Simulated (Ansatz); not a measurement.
**C₃H₇BO₃: up Jacob's ladder to CCSD(T)**

An exercise on one series of results from a longer session: the logs are not shown, and one member is left open.

The runs use Ansatz 0.2.0, Gaussian basis; functionals in def2-TZVPP, the program's frozen cores in correlated methods.

The runs, in order: PBE-D4, r2SCAN-D4, PBE0-D4, B3LYP-D4, ωB97X-V, ωB97M-V, B2PLYP; CCSD(T)/def2-TZVPP; MP2/def2-QZVPP; extrapolation to the limit.

## The relaxed structure

An earlier PBE0-D4 in a triple-zeta def2 set relaxation fixed the geometry.

SMILES `C=CCOB(O)O`, 14 atoms, charge 0, spin multiplicity 1.

Atoms are counted from 1 here; the program's logs count them from 0.

Bond lengths: C1–C2 1.324 Å, C1–H8 1.084 Å, C1–H9 1.086 Å, C2–C3 1.491 Å, C2–H10 1.088 Å, C3–O4 1.422 Å, C3–H11 1.092 Å, C3–H12 1.096 Å, O4–B5 1.361 Å, B5–O6 1.367 Å, B5–O7 1.368 Å, O6–H13 0.960 Å, O7–H14 0.960 Å. Angles: C2–C1–H8 121.8°, C2–C1–H9 121.3°, H8–C1–H9 116.9°, C1–C2–C3 123.9°, C1–C2–H10 120.4°, C3–C2–H10 115.7°, C2–C3–O4 111.6°, C2–C3–H11 110.3°, C2–C3–H12 109.9°, O4–C3–H11 106.9°, O4–C3–H12 109.5°, H11–C3–H12 108.4°, C3–O4–B5 121.0°, O4–B5–O6 120.8°, O4–B5–O7 119.6°, O6–B5–O7 119.7°, B5–O6–H13 111.8°, B5–O7–H14 111.9°.

The first run:

The input, in.yaml:

```yaml
crystal:
  periodic: [false, false, false]
  atoms:
    - {symbol: C, position_ang: [-1.609077, 0.499739, -2.025391]}
    - {symbol: C, position_ang: [-0.745533, -0.050517, -1.185708]}
    - {symbol: C, position_ang: [-0.899255, -0.031179, 0.297260]}
    - {symbol: O, position_ang: [0.210833, 0.591437, 0.931041]}
    - {symbol: B, position_ang: [1.343020, -0.111347, 1.209772]}
    - {symbol: O, position_ang: [1.434830, -1.439539, 0.901371]}
    - {symbol: O, position_ang: [2.399068, 0.519382, 1.808134]}
    - {symbol: H, position_ang: [-1.474540, 0.444564, -3.099375]}
    - {symbol: H, position_ang: [-2.490067, 1.023282, -1.666238]}
    - {symbol: H, position_ang: [0.133380, -0.569037, -1.561804]}
    - {symbol: H, position_ang: [-1.787053, 0.539154, 0.578819]}
    - {symbol: H, position_ang: [-1.010670, -1.053639, 0.674492]}
    - {symbol: H, position_ang: [2.279476, -1.809512, 1.166576]}
    - {symbol: H, position_ang: [2.215586, 1.447212, 1.971051]}
basis:
  gaussian: {orbitals: def2-TZVPP}
hamiltonian: {xc: pbe, dispersion: d4}
output: {forces: true, orbitals: {seedname: orbitals}}
```

The run is started by

```
> ansatz run in.yaml --threads 2 --pin off --events-out ev --progress --plain --max-ram 22528MiB --backend cuda --devices 0, --max-vram 18GiB
```

Among the steps run: PBE-D4 (GGA); r2SCAN-D4 (meta-GGA); PBE0-D4 (hybrid); B3LYP-D4 (hybrid); ωB97X-V (range-separated); ωB97M-V (range-separated); B2PLYP (double hybrid); CCSD(T) in def2-TZVPP; MP2 in def2-QZVPP.

One of the session's tables, all rows but one given; the rest of the session is left out.

It belongs to the step «Atomisation energies». 

| method | atomisation energy (eV) |
| --- | --- |
| PBE-D4 | 64.896 |
| r2SCAN-D4 | 63.531 |
| PBE0-D4 | 63.451 |
| B3LYP-D4 | 63.216 |
| ωB97X-V | 63.197 |
| ωB97M-V | 63.489 |
| B2PLYP | 62.734 |
| HF/def2-TZVPP | ? |
| MP2/def2-TZVPP | 63.307 |
| CCSD/def2-TZVPP | 60.676 |
| CCSD(T)/def2-TZVPP | 61.674 |
| MP2/CBS | 64.886 |
| CCSD(T)/CBS | 63.253 |

Q: Estimate the row for HF/def2-TZVPP from the others.

As computed: atomisation energy (eV): 46.218. In the column «atomisation energy (eV)» it is the lowest.
